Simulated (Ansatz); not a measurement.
**CH7NO2Si: a ladder of functionals and wavefunction methods**

Aim: compute CH7NO2Si with functionals from several rungs and with coupled cluster, and see how far each lands from CCSD(T) at the basis-set limit for the atomisation energy.

Computed with Ansatz 0.2.0, Gaussian basis. Level: functionals in def2-TZVPP, the program's frozen cores in correlated methods.

The runs, in order: PBE-D4, r2SCAN-D4, PBE0-D4, B3LYP-D4, ωB97X-V, ωB97M-V, B2PLYP; CCSD(T)/def2-TZVPP; MP2/def2-QZVPP; extrapolation to the limit.

## 1. Structure used throughout

An earlier PBE0-D4 in a triple-zeta def2 set relaxation fixed the geometry.

12 atoms, charge 0, spin multiplicity 1.

Atoms are counted from 1 here; the program's logs count them from 0.

Bond lengths: O1–C2 1.433 Å, O1–H6 0.962 Å, C2–N3 1.419 Å, C2–H7 1.097 Å, C2–H8 1.096 Å, N3–Si4 1.729 Å, N3–H9 1.010 Å, Si4–O5 1.644 Å, Si4–H10 1.479 Å, Si4–H11 1.487 Å, O5–H12 0.962 Å. Angles: C2–O1–H6 108.8°, O1–C2–N3 109.8°, O1–C2–H7 109.2°, O1–C2–H8 109.8°, N3–C2–H7 109.0°, N3–C2–H8 110.3°, H7–C2–H8 108.6°, C2–N3–Si4 118.8°, C2–N3–H9 112.8°, Si4–N3–H9 117.1°, N3–Si4–O5 114.3°, N3–Si4–H10 109.0°, N3–Si4–H11 104.5°, O5–Si4–H10 105.9°, O5–Si4–H11 111.0°, H10–Si4–H11 112.2°, Si4–O5–H12 113.1°.

As a file:

```
O    -1.67868    0.08405   -0.24088
C    -0.80616   -1.02517    0.00498
N     0.33481   -0.58950    0.72676
Si    1.39479    0.56332   -0.00520
O     0.77365    2.08226   -0.11106
H    -2.41275   -0.21348   -0.78684
H    -0.48210   -1.44977   -0.95347
H    -1.33899   -1.79960    0.56891
H     0.15623   -0.48757    1.71555
H     2.61901    0.68156    0.81710
H     1.67617    0.00618   -1.35479
H    -0.15886    2.09271   -0.34697
```

## 2. PBE-D4 (GGA)

in.yaml reads:

```yaml
crystal:
  periodic: [false, false, false]
  atoms:
    - {symbol: O, position_ang: [-1.678684, 0.084053, -0.240875]}
    - {symbol: C, position_ang: [-0.806163, -1.025165, 0.004981]}
    - {symbol: N, position_ang: [0.334809, -0.589502, 0.726764]}
    - {symbol: Si, position_ang: [1.394786, 0.563325, -0.005203]}
    - {symbol: O, position_ang: [0.773647, 2.082261, -0.111059]}
    - {symbol: H, position_ang: [-2.412751, -0.213479, -0.786843]}
    - {symbol: H, position_ang: [-0.482097, -1.449773, -0.953465]}
    - {symbol: H, position_ang: [-1.338991, -1.799600, 0.568911]}
    - {symbol: H, position_ang: [0.156228, -0.487570, 1.715549]}
    - {symbol: H, position_ang: [2.619006, 0.681564, 0.817102]}
    - {symbol: H, position_ang: [1.676168, 0.006183, -1.354788]}
    - {symbol: H, position_ang: [-0.158859, 2.092705, -0.346974]}
basis:
  gaussian: {orbitals: def2-TZVPP}
hamiltonian: {xc: pbe, dispersion: d4}
output: {forces: true, orbitals: {seedname: orbitals}}
```

Launch:

```
$ ansatz run in.yaml --threads 4 --pin off --events-out ev --progress --plain --max-ram 10444MiB
```

The runs that follow: r2SCAN-D4 (meta-GGA); PBE0-D4 (hybrid); B3LYP-D4 (hybrid); ωB97X-V (range-separated); ωB97M-V (range-separated); B2PLYP (double hybrid); CCSD(T) in def2-TZVPP; MP2 in def2-QZVPP.

**Question.** What will the summary of the whole plan be? Wanted: atomisation energy, CCSD(T)/CBS; farthest; mean size of error, hybrid; mean size of error, range-separated; gap, smallest and largest; T1 diagnostic; triples share of the correlation energy.

**Answer**, as computed:

| quantity | value |
| --- | --- |
| atomisation energy, CCSD(T)/CBS | 4411.9 kJ/mol |
| functionals within 22.1 kJ/mol (0.5 %) | B3LYP-D4, ωB97X-V, ωB97M-V |
| farthest | B2PLYP (-63.4 kJ/mol) |
| mean size of error, hybrid | 30.4 kJ/mol |
| mean size of error, range-separated | 3.1 kJ/mol |
| gap, smallest and largest | 6.14 eV (PBE-D4), 12.78 eV (ωB97X-V) |
| T1 diagnostic | 0.0112 |
| triples share of the correlation energy | 3.5 % |

What this shows: PBE-D4 misses by +53.8 kJ/mol. Double hybrids carry the basis error of their MP2 part in triple zeta, and no dispersion term here, so their miss is partly the set-up's. Misses under about 22.1 kJ/mol are within the doubt on the reference itself, which lacks core-valence correlation, relativity and higher excitations. Hartree-Fock recovers 69 % of the binding; the rest is correlation. The gap grows from 6.1 to 12.8 eV across the functionals, mostly with the share of exact exchange.
